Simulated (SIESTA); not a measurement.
Wanted: the native input for a SIESTA 5.4.2 run.

```yaml
Task: density of states
Functional: PBE
Potentials_or_basis: PseudoDojo 0.4 standard (PBE files)
Basis: DZP (energy shift 0.003 Ry; two zetas on semicore shells; d shell added on Cs)
Grid_cutoff: 800 Ry
Energy_shift: 0.003 Ry
k_mesh: 9 × 9 × 2
Occupations: fermi-dirac, width 0.05 eV
Spin: collinear spin, ferromagnetic start
Starting_moments: "[0.0, 0.0, 3.0, 3.0, 0.0, 0.0, 0.0, 0.0, 0.0] μB"
Hubbard_terms: Cr d U = 2 eV
Hubbard_projector_method: 1
U_from_the_first_cycle: yes
broadening_eV: 0.05 eV
window_from_eV: -15 eV
window_to_eV: 5 eV
energy_points: 201
MPI_ranks: 4
k_mesh_for_the_DOS: 14 × 14 × 3
```

Crystal: CsLiCr2Te2S3.

```
Cs Li Cr Te S
1.0
     3.60358    0.00000    0.00000
    -1.80179    3.12079    0.00000
     0.00000    0.00000   19.06651
Cs Li Cr Te S
1 1 2 2 3
Direct
  0.00000 0.00000 0.37399
  0.66667 0.33333 0.01607
  0.00000 0.00000 0.86637
  0.33333 0.66667 0.16833
  0.33333 0.66667 0.53891
  0.66667 0.33333 0.77276
  0.00000 0.00000 0.10030
  0.33333 0.66667 0.92920
  0.66667 0.33333 0.23408
```

The cell was built by a generator and needn't be a form met in nature.

The input as run:

CsLiCr2Te2S3.fdf

```
SystemName                      CsLiCr2Te2S3
SystemLabel                     CsLiCr2Te2S3
NumberOfSpecies                 5
NumberOfAtoms                   9
%block ChemicalSpeciesLabel
  1  55 Cs
  2   3 Li
  3  24 Cr
  4  52 Te
  5  16 S
%endblock ChemicalSpeciesLabel

LatticeConstant                 1.0 Ang
%block LatticeVectors
     3.6035800000     0.0000000000     0.0000000000
    -1.8017900000     3.1207900000     0.0000000000
     0.0000000000     0.0000000000    19.0665100000
%endblock LatticeVectors
AtomicCoordinatesFormat         Fractional
%block AtomicCoordinatesAndAtomicSpecies
     0.0000000000     0.0000000000     0.3739900000  1  Cs
     0.6666700000     0.3333300000     0.0160700000  2  Li
     0.0000000000     0.0000000000     0.8663700000  3  Cr
     0.3333300000     0.6666700000     0.1683300000  3  Cr
     0.3333300000     0.6666700000     0.5389100000  4  Te
     0.6666700000     0.3333300000     0.7727600000  4  Te
     0.0000000000     0.0000000000     0.1003000000  5  S
     0.3333300000     0.6666700000     0.9292000000  5  S
     0.6666700000     0.3333300000     0.2340800000  5  S
%endblock AtomicCoordinatesAndAtomicSpecies

%block kgrid.MonkhorstPack
    9   0   0  0.0
    0   9   0  0.0
    0   0   2  0.0
%endblock kgrid.MonkhorstPack
XC.Functional                   GGA
XC.Authors                      PBE
PAO.BasisSize                   DZP
PAO.EnergyShift                 0.003 Ry
Mesh.Cutoff                     800 Ry
Spin                            polarized
%block DM.InitSpin
    1   0.000
    2   0.000
    3   3.000
    4   3.000
    5   0.000
    6   0.000
    7   0.000
    8   0.000
    9   0.000
%endblock DM.InitSpin
DFTU.ProjectorGenerationMethod  1
%block DFTU.Proj
  Cr 1
  n=3 2
  2.00 0.00
  0.0
%endblock DFTU.Proj
DFTU.PopTol                     1.0e-5
DFTU.FirstIteration             true
OccupationFunction              FD
ElectronicTemperature           0.05 eV
MaxSCFIterations                200
SCF.MustConverge                false
SCF.Mixer.Method                Pulay
SCF.Mixer.Weight                0.1
SCF.Mixer.History               10
SCF.DM.Tolerance                5.0e-05
SCF.H.Tolerance                 1.0e-03 eV
WriteForces                     true
Charge.Mulliken                 end
%block ProjectedDensityOfStates
  EF -15.0 5.0 0.05 201 eV
%endblock ProjectedDensityOfStates
%block PDOS.kgrid.MonkhorstPack
   14   0   0  0.0
    0  14   0  0.0
    0   0   3  0.0
%endblock PDOS.kgrid.MonkhorstPack
%block PAO.PolarizationScheme
  Li non-perturbative
%endblock PAO.PolarizationScheme
%block PAO.Basis
  Cs 5
  n=5 0 2
    4.696 0.000
  n=6 0 2
    9.500 0.000
  n=5 1 2
    5.738 0.000
  n=6 1 1
    9.500
  n=5 2 1
    7.000
  Li 3
  n=1 0 2
    2.782 0.000
  n=2 0 2
    9.500 0.000
  n=2 1 1
    9.500
  Cr 5
  n=3 0 2
    2.885 0.000
  n=4 0 2
    8.703 0.000
  n=3 1 2
    3.267 0.000
  n=4 1 1
    8.703
  n=3 2 2
    6.381 0.000
  Te 4
  n=5 0 2
    5.635 0.000
  n=5 1 2
    7.297 0.000
  n=4 2 2
    3.260 0.000
  n=5 2 1
    7.297
%endblock PAO.Basis
Diag.ParallelOverK              true
```

Potentials or basis: PseudoDojo 0.4 standard (PBE files), DZP (energy shift 0.003 Ry; two zetas on semicore shells; d shell added on Cs).

Run with:

```console
$ mpirun -n 4 siesta CsLiCr2Te2S3.fdf > CsLiCr2Te2S3.out 2>&1
```

It gave:

* Pressure: 2.1 GPa
* Largest force: 0.623 eV/Å
* Band gap on the k mesh: none (metal or under the smearing width)
* Net moment: 5.95 μB per cell
* Site moments: Cs -0.02; Li -0.07; Cr +3.61, +3.50; Te -0.01, -0.43; S -0.20, -0.19, -0.23 μB

Caveat: the basis of atomic orbitals isn't converged, which shifts pressures, moduli and gaps; only a ferromagnetic start was run, and an antiferromagnetic order may lie lower in energy.

Run time: 9.3 min on 4 MPI ranks on AMD EPYC 7571, on a shared host, peak memory 0.52 GiB a rank.
